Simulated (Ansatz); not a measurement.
**Tl3Cu in Ansatz: the effect of target pressure**

The system is Tl3Cu.

```
CELL_PARAMETERS angstrom
4.71700 0.00000 0.00000
0.00000 4.71700 0.00000
0.00000 0.00000 4.71700
ATOMIC_POSITIONS crystal
Tl 0.50000 0.50000 0.00000
Tl 0.50000 0.00000 0.50000
Tl 0.00000 0.50000 0.50000
Cu 0.00000 0.00000 0.00000
```

The cell comes from a database or a generator and needn't be the stable form of this composition.

Alike in all runs:

* Program: Ansatz 0.2.0
* Task: relaxation of cell and atoms
* Functional: PBE
* Potentials or basis: Ansatz PAW
* Cutoff: 420 eV (not typed: the program's choice for these potentials)
* k mesh: 6 × 6 × 6
* Occupations: fermi-dirac, width 0.05 eV
* Spin: no spin polarisation

Each run relaxes the cell or the atoms first.

One run gave: relaxed volume 26.24 Å³/atom. Which target pressure did it use?
A. 2 GPa
B. 0 GPa
C. 20 GPa
D. 5 GPa
E. 10 GPa

B.

| target pressure | relaxed volume (Å³/atom) |
| --- | --- |
| 0 GPa | 26.24 |
| 2 GPa | 24.89 |
| 5 GPa | 23.40 |
| 10 GPa | 21.75 |
| 20 GPa | 19.73 |
| 30 GPa | 18.43 |

Caveats: the plane-wave basis is chosen anew once the cell has moved, so the energies of steps on either side of that aren't comparable; the volume moved by over 15 % at a fixed basis, so the end points are rough (some runs).
